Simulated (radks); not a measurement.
# Ta in [Kr] 4d10 4f14 5s2 5p4 5d3 6s2 6d2: an all-electron calculation

An exercise on one series of results from a longer session: the logs are not shown, and one member is left open.

The numbers are computed with radks (a radial shooting solver on a logarithmic mesh, Libxc functionals) version 1 (scalar-relativistic Kohn-Sham, PBE, spin-unpolarised, spherical densities, finite nucleus), except any that are marked as measured or tabulated.

## The system

```
element            : tantalum (Z = 73)
charge             : 0
electrons          : 73
configuration      : [Kr] 4d10 4f14 5s2 5p4 5d3 6s2 6d2
nuclear rms radius : 5.3507 fm
```

Outer shells as boxes (Hund's rule):

Ta
```
[Kr] core
4d [↑↓][↑↓][↑↓][↑↓][↑↓]
4f [↑↓][↑↓][↑↓][↑↓][↑↓][↑↓][↑↓]
5s [↑↓]
5p [↑↓][↑ ][↑ ]
5d [↑ ][↑ ][↑ ][  ][  ]
6s [↑↓]
6d [↑ ][↑ ][  ][  ][  ]
```

Set-up of the first run:

Settings of this run:

```text
Z 73
configuration [Kr] 4d10 4f14 5s2 5p4 5d3 6s2 6d2
relativity scalar-relativistic
functional pbe,pbe
spin unpolarised
nucleus finite rms 5.3507 fm
c 137.035999084
```

Command:

```sh
> python run_ks.py task.json out
```

All runs below come from this command, one after another.

One of the session's tables, all rows but one given; the rest of the session is left out.

It belongs to the step «Orbitals and density». From the orbitals of this run (lengths in bohr):

```
level      <r>  outermost maximum (interpolated)  90 % within  nodes
   1s  0.01867                            0.0117       0.0340      0
   2s  0.07896                            0.0669        0.122      1
   2p  0.07056                            0.0548        0.115      0
   3s   0.2048                             0.189        0.300      2
   3p   0.2049                             0.187        0.306      1
   3d   0.1856                             0.152        0.288      0
   4s   0.4589                             0.429        0.659      3
   4p   0.4878                             0.450        0.709      2
   4d   0.5230                             0.462        0.785      1
   5s    1.084                             0.983         1.55      4
   5p        ?                                 ?            ?      ?
   4f   0.6303                             0.441         1.05      0
   5d    1.784                              1.45         2.72      2
   6s    2.731                              2.44         3.93      5
   6d    7.054                              6.05         10.5      3
```

Q: Estimate the row for 5p from the others.

The run gave: <r>: 1.254; outermost maximum (interpolated): 1.11; 90 % within: 1.82; nodes: 3. In the column «<r>» it lies between 5s (1.084) and 5d (1.784).
